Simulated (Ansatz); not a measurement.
**SiAsH₅ (singlet): wave-function methods side by side, cc-pVTZ**

Aim: climb from Hartree-Fock through coupled cluster for SiAsH₅ (singlet) at one geometry and basis, and see what each rung misses.

The runs use Ansatz 0.2.0, Gaussian basis; cc-pVTZ, core rule «outside noble gas», up to 19 orbitals frozen.

To be run: UHF; CCSD(T) on RHF; BCCD(T) on RHF; CCSDT(Q) on RHF.

### 1 The geometry

The geometry is a PBE0/def2-TZVP stationary point (not a proven minimum). No spin-orbit coupling is included. The filled d shell of As may be among the frozen orbitals whatever the setting's name suggests; the logs give the count.

7 atoms, charge 0, spin multiplicity 1.

Atoms are counted from 1 here; the program's logs count them from 0.

Bond lengths: Si1–As2 2.367 Å, Si1–H3 1.486 Å, Si1–H4 1.486 Å, Si1–H5 1.486 Å, As2–H6 1.523 Å, As2–H7 1.523 Å. Angles: As2–Si1–H3 108.2°, As2–Si1–H4 108.2°, As2–Si1–H5 113.5°, H3–Si1–H4 108.8°, H3–Si1–H5 109.0°, H4–Si1–H5 109.0°, Si1–As2–H6 92.2°, Si1–As2–H7 92.2°, H6–As2–H7 92.2°.

### 2 UHF

Input file in.yaml:

```yaml
crystal:
  periodic: [false, false, false]
  atoms:
    - {symbol: Si, position_ang: [-0.028631, 0.000000, 1.671930]}
    - {symbol: As, position_ang: [0.038419, 0.000000, -0.693626]}
    - {symbol: H, position_ang: [0.688331, -1.208580, 2.156098]}
    - {symbol: H, position_ang: [0.688329, 1.208581, 2.156098]}
    - {symbol: H, position_ang: [-1.407476, -0.000001, 2.225245]}
    - {symbol: H, position_ang: [-1.013572, -1.097536, -0.783178]}
    - {symbol: H, position_ang: [-1.013574, 1.097534, -0.783178]}
basis:
  gaussian: {orbitals: cc-pVTZ}
magnetization: {spin_polarized: true, initial_magnetization: 0}
hamiltonian: {xc: hf}
output: {orbitals: {seedname: orbitals}}
```

Run with:

```sh
$ ansatz run in.yaml --threads 1 --pin off --events-out ev --progress --plain --max-ram 4096MiB --backend cpu
```

Further steps of the session: CCSD(T) on RHF; BCCD(T) on RHF; CCSDT(Q) on RHF.

Q: Predict the results of all the runs planned. Wanted: RCCSDT(Q) below the RHF energy; RMP2 from RCCSDT(Q); RCCSD from RCCSDT(Q); RCCSD(T) from RCCSDT(Q); T1 diagnostic.

**Answer**, as computed:

| quantity | value |
| --- | --- |
| RCCSDT(Q) below the RHF energy | -9.1646 eV |
| RMP2 from RCCSDT(Q) | +1587.7 meV |
| RCCSD from RCCSDT(Q) | +357.4 meV |
| RCCSD(T) from RCCSDT(Q) | +50.0 meV |
| levels within 1 kcal/mol (43 meV) | RCCSDT |
| T1 diagnostic | 0.013 |

RCCSD(T) lands +50.0 meV from the yardstick (0.5 % of the correlation energy). These misses are within one basis, not against nature.
